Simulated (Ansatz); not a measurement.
Runs of Ansatz 0.2.0 on NiMoIrPdW. The structure is trigonal, space group P-3m1 (No. 164). The conventional cell has a = 2.771 Å, b = 2.771 Å, c = 22.020 Å, α = 90.00°, β = 90.00°, γ = 120.00°. Ni (site symmetry 3m) has 3 Mo at 2.55 Å and 3 Pd at 2.65 Å and 6 Ni at 2.77 Å as nearest neighbours. Around Mo (site symmetry 3m) lie 3 Ni at 2.55 Å and 3 Ir at 2.76 Å and 6 Mo at 2.77 Å. Pd (site symmetry 3m) has 3 Ni at 2.65 Å and 9 Pd at 2.77 to 2.84 Å as nearest neighbours. Around Ir (site symmetry 3m) lie 3 Mo at 2.76 Å and 3 W at 2.77 Å and 6 Ir at 2.77 Å. W (site symmetry 3m) has 3 Ir at 2.77 Å and 9 W at 2.77 to 2.93 Å as nearest neighbours. The cell was built by a generator and needn't be a form met in nature.

```csv
task,level,U,cell,k mesh,cutoff (eV),hubbard projectors,double counting,points for each segment of the path,mesh quality,gap on the mesh (eV),pressure (GPa),moment (μB),relaxed volume (Å³/atom),largest force (eV/Å)
relaxation of cell and atoms,RPBE,-,relaxed,8 × 8 × 1,420,-,-,-,not flagged,none,0.0,0.00,14.91,-
single point,HSE03,-,as given,5 × 5 × 1,420,-,-,-,coarse,none,-,0.32,-,0.35
relaxation of cell and atoms,PBE,-,relaxed,8 × 8 × 1,420,-,-,-,not flagged,none,0.0,0.00,14.64,0.01
projected density of states,PBE+U,"Ir d U = 2 eV, Mo d U = 2 eV, Ni d U = 2 eV, Pd d U = 2 eV, W d U = 2 eV",as given,11 × 11 × 2,420,ortho-atomic (the default),fll (the default),-,not flagged,none,0.3,0.50,-,0.13
relaxation of cell and atoms,r2SCAN+rVV10,-,relaxed,8 × 8 × 1,500,-,-,-,not flagged,none,0.0,0.77,14.20,0.01
band structure,PBEsol,-,as given,11 × 11 × 2,420,-,-,10,not flagged,none,-9.1,0.00,-,(b)
single point,PBE,-,as given,11 × 11 × 2,420,-,-,-,not flagged,none,0.0,0.00,-,(a)
relaxation of cell and atoms,r2SCAN,-,relaxed,8 × 8 × 1,500,-,-,-,not flagged,none,0.0,0.76,14.34,0.01
```

Alike in all rows: potentials or basis Ansatz PAW; spin collinear, ferromagnetic start; smearing fermi-dirac 0.05 eV.

**Question.** Fill in the values left out.

**Answer.** (a) 0.10; (b) 0.20.

Caveats: some runs use coarse meshes; the PAW data sets come from PBE, with cores solved anew for the run's functional, which leaves a small shift of forces and pressure (some runs); the plane-wave basis is chosen anew once the cell has moved, so the energies of steps on either side of that aren't comparable (some runs); the magnetic or orbital state may not be the lowest (some runs); the potentials were made for another functional, which shifts forces and pressure (some runs); the U is typed as a test and isn't derived for this compound (some runs); the density of states is complete only up to the lowest level of the last band computed (some runs).

A k mesh can miss the band edges, and the runs leave out spin-orbit coupling on Ir, Mo, Pd, W.

A gap of «none» marks a metal or a gap under the smearing width.

Not every run made on this cell is shown here.
